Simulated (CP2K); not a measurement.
Runs of CP2K 2026.2 on SiF. The structure is trigonal, space group R-3m (No. 166). The conventional cell has a = 2.677 Å, b = 2.677 Å, c = 11.695 Å, α = 90.00°, β = 90.00°, γ = 120.00°. Si (site symmetry -3m) is surrounded by 6 F at 2.49 Å and 6 Si at 2.68 Å. F (site symmetry -3m) has 6 Si at 2.49 Å and 6 F at 2.68 Å as nearest neighbours. The cell was built by a generator and needn't be a form met in nature.

```tsv
level	cutoff of the non-local correlation (Ry)	gap on the mesh (eV)	pressure (GPa)
rev-vdW-DF2	300	none	(b)
HLE16	-	none	-19.5
RPBE	-	none	2.1
SCAN	-	none	-1.0
PBEsol	-	none	-3.3
LDA	-	none	(a)
```

Alike in all rows: task band structure; potentials or basis POTENTIAL_UZH Si GTH-PBE-q4, F GTH-PBE-q7; TZVP-MOLOPT-PBE-GTH basis; no spin polarisation; cell as given; k mesh 12 × 12 × 12; smearing fermi-dirac 0.05 eV.

**Question.** Fill in the values left out.

**Answer.** (a) -4.9; (b) 0.3.

Caveats: the potentials were made for another functional, which shifts forces and pressure; the basis of atomic orbitals isn't converged, which shifts pressures, moduli and gaps; an odd number of electrons without spin polarisation forces a metal; a magnetic or distorted state may lie lower; the potentials were made for a functional far from this one (some runs).

A gap of «none» marks a metal or a gap under the smearing width.

Runs at the PBE level aren't shown here.
